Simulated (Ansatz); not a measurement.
# HfSn2S6: the cost of one run

Program: Ansatz 0.2.0. Level of theory: DFT PBE, scalar-relativistic, plane waves, PAW. These are calculated values, not measurements.

1 further run of the same task is left out (it didn't finish).

### Step 1. The structure to begin with

It takes space group P-31m (No. 162, trigonal). Conventional cell: a = 6.354 Å, b = 6.354 Å, c = 6.219 Å, α = 90.00°, β = 90.00°, γ = 120.00°. Around Hf (site symmetry -3m) lie 6 S at 2.57 Å. Sn (site symmetry 32) has 6 S at 2.57 Å as nearest neighbours. S (site symmetry m) has 2 Sn at 2.57 Å and 1 Hf at 2.57 Å as nearest neighbours.

Structure file:

```
CELL_PARAMETERS angstrom
6.35391 0.00000 0.00000
-3.17695 5.50264 0.00000
0.00000 0.00000 6.21887
ATOMIC_POSITIONS crystal
Hf 0.00000 0.00000 0.00000
Sn 0.33333 0.66667 0.00000
Sn 0.66667 0.33333 0.00000
S 0.33333 0.00000 0.23465
S 0.00000 0.33333 0.23465
S 0.66667 0.66667 0.23465
S 0.66667 0.00000 0.76535
S 0.33333 0.33333 0.76535
S 0.00000 0.66667 0.76535
```

The start is an ordering of an alloy on its end members' structure types: elements ordered on the sites of the SnS2 type, Sn/Hf on Sn (P-31m, No. 162).

### Step 2. The guess as it stands, on a coarse mesh

input.yaml

```yaml
crystal:
  lattice:
    - [6.35390663, 0.0, 0.0]
    - [-3.17695331, 5.50264455, 0.0]
    - [0.0, 0.0, 6.2188707]
  atoms:
    - { symbol: Hf, position: [0.0, 0.0, 0.0] }
    - { symbol: Sn, position: [0.33333333, 0.66666667, 0.0] }
    - { symbol: Sn, position: [0.66666667, 0.33333333, 0.0] }
    - { symbol: S, position: [0.33333333, 0.0, 0.23465347] }
    - { symbol: S, position: [0.0, 0.33333333, 0.23465347] }
    - { symbol: S, position: [0.66666667, 0.66666667, 0.23465347] }
    - { symbol: S, position: [0.66666667, 0.0, 0.76534653] }
    - { symbol: S, position: [0.33333333, 0.33333333, 0.76534653] }
    - { symbol: S, position: [0.0, 0.66666667, 0.76534653] }
basis:
  ecutwfc: 420
kpoints:
  mp_grid: { grid: [3, 3, 4] }
hamiltonian:
  xc: pbe
scf:
  occupations: { method: gaussian, width: 0.1 }
  lower_state_search: "off"
output:
  forces: true
  stress: true
  eigenvalues: true
```

Run with:

```sh
ansatz run input.yaml --threads 1 --pin off --max-ram 2560MiB --backend cpu --events-out ev --progress --plain --runs-dir out
```

Q: Estimate wall time and peak memory on 1 thread of Arm Neoverse V1, shared host.

About 9.7 s, with a peak of 0.49 GiB.
